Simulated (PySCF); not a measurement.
# C5H3MoN5 ([Mo(NMe)(CN)4]-): the cost of one run

Programs: PySCF 2.14.0, with routines of our own; each step states its level. All values are computed. Atoms count from 0.

## Step 1: The starting structure

14 atoms, charge -1, multiplicity 2; geometry from: GFN2-xTB.

## Step 2: Optimising the geometry at PBE0-D3(BJ)/def2-SVP

What the job is given:

```
{"job": {"xc": "PBE0", "basis": "def2-SVP", "d3": "d3bj", "grid": 1, "maxiter": 30, "shake": 0.03, "kind": "geom"}, "charge": -1, "multiplicity": 2}
Mo     0.065820    -0.071990    -0.569970
N     -0.015920    -0.016210     1.159360
C     -0.061330    -0.019450     2.564350
H     -0.857580     0.369740     2.973110
H      0.140560    -1.052850     2.942650
H      0.793040     0.637550     2.980540
C      1.981980    -0.004050    -1.314820
N      3.079190     0.014180    -1.745420
C     -0.007650     1.974950    -1.241760
N     -0.030630     3.037050    -1.667240
C     -1.964450     0.007890    -1.304570
N     -2.992150     0.030590    -1.745160
C     -0.088510    -1.918730    -1.327910
N     -0.061800    -3.032490    -1.659940
```

Launch:

```sh
$ OMP_NUM_THREADS=1 python heavy_run.py task.json out
```

The driver reads the jobs from task.json and runs them one after another.

Q: Estimate the wall time and peak memory of this first job on 1 thread of Arm Neoverse V2, shared host.

About 10 min, with a peak of 1.1 GiB.
